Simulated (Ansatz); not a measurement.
# C3H8GaN: a ladder of functionals and wavefunction methods

An exercise on one series of results from a longer session: the logs are not shown, and one member is left open.

Method: functionals in def2-TZVPP, the program's frozen cores in correlated methods; program: Ansatz 0.2.0, Gaussian basis.

The runs, in order: PBE-D4, r2SCAN-D4, PBE0-D4, B3LYP-D4, ωB97X-V, ωB97M-V, B2PLYP; CCSD(T)/def2-TZVPP; MP2/def2-QZVPP; extrapolation to the limit.

## Structure used throughout

All runs share one geometry, relaxed beforehand with PBE0-D4 in a triple-zeta def2 set.

SMILES `C/N=[C](\C)[GaH2]`, 13 atoms, charge 0, spin multiplicity 1.

Atoms are counted from 1 here; the program's logs count them from 0.

Bond lengths: C1–N2 1.443 Å, C1–H6 1.094 Å, C1–H7 1.095 Å, C1–H8 1.094 Å, N2–C3 1.275 Å, C3–C4 1.511 Å, C3–Ga5 1.986 Å, C4–H9 1.095 Å, C4–H10 1.090 Å, C4–H11 1.095 Å, Ga5–H12 1.565 Å, Ga5–H13 1.579 Å. Angles: N2–C1–H6 108.3°, N2–C1–H7 116.0°, N2–C1–H8 108.3°, H6–C1–H7 108.8°, H6–C1–H8 106.2°, H7–C1–H8 108.8°, C1–N2–C3 121.1°, N2–C3–C4 125.3°, N2–C3–Ga5 112.6°, C4–C3–Ga5 122.1°, C3–C4–H9 111.4°, C3–C4–H10 111.0°, C3–C4–H11 111.4°, H9–C4–H10 107.8°, H9–C4–H11 107.3°, H10–C4–H11 107.8°, C3–Ga5–H12 119.1°, C3–Ga5–H13 119.4° and more.

The first run:

Input file in.yaml:

```yaml
crystal:
  periodic: [false, false, false]
  atoms:
    - {symbol: C, position_ang: [-1.751825, -0.935021, 0.002821]}
    - {symbol: N, position_ang: [-0.780846, -0.187177, 0.764171]}
    - {symbol: C, position_ang: [0.299266, 0.228254, 0.228253]}
    - {symbol: C, position_ang: [0.699268, 0.007567, -1.212376]}
    - {symbol: Ga, position_ang: [1.449957, 1.227619, 1.502130]}
    - {symbol: H, position_ang: [-2.706493, -0.402219, 0.045778]}
    - {symbol: H, position_ang: [-1.498809, -1.121827, -1.046198]}
    - {symbol: H, position_ang: [-1.915077, -1.894490, 0.502584]}
    - {symbol: H, position_ang: [-0.033503, 0.439563, -1.901248]}
    - {symbol: H, position_ang: [1.666033, 0.465668, -1.423168]}
    - {symbol: H, position_ang: [0.776272, -1.059110, -1.446013]}
    - {symbol: H, position_ang: [0.969011, 1.411948, 2.979769]}
    - {symbol: H, position_ang: [2.826756, 1.819226, 1.003508]}
basis:
  gaussian: {orbitals: def2-TZVPP}
hamiltonian: {xc: pbe, dispersion: d4}
output: {forces: true, orbitals: {seedname: orbitals}}
```

On the command line:

```
$ ansatz run in.yaml --threads 2 --pin off --events-out ev --progress --plain --max-ram 32768MiB --backend cuda --devices 0, --max-vram 18GiB
```

Among the steps run: PBE-D4 (GGA); r2SCAN-D4 (meta-GGA); PBE0-D4 (hybrid); B3LYP-D4 (hybrid); ωB97X-V (range-separated); ωB97M-V (range-separated); B2PLYP (double hybrid); CCSD(T) in def2-TZVPP; MP2 in def2-QZVPP.

One of the session's tables, all rows but one given; the rest of the session is left out.

```
            method  atomisation energy (eV)
            PBE-D4                   49.118
         r2SCAN-D4                   48.138
           PBE0-D4                   48.281
          B3LYP-D4                   48.134
           ωB97X-V                   48.236
           ωB97M-V                   48.141
            B2PLYP                   47.588
     HF/def2-TZVPP                   34.545
    MP2/def2-TZVPP                        ?
   CCSD/def2-TZVPP                   46.243
CCSD(T)/def2-TZVPP                   46.976
           MP2/CBS                   48.539
       CCSD(T)/CBS                   48.057
```

Estimate the missing values for MP2/def2-TZVPP.

The run gave: atomisation energy (eV): 47.458. In the column «atomisation energy (eV)» it lies between CCSD(T)/def2-TZVPP (46.976) and B2PLYP (47.588).

To keep in mind: Free atoms (3 C, 1 N, 1 Ga, 8 H) were run apart at each level; the atomisation energy is their sum less the molecule, without zero-point or spin-orbit terms.
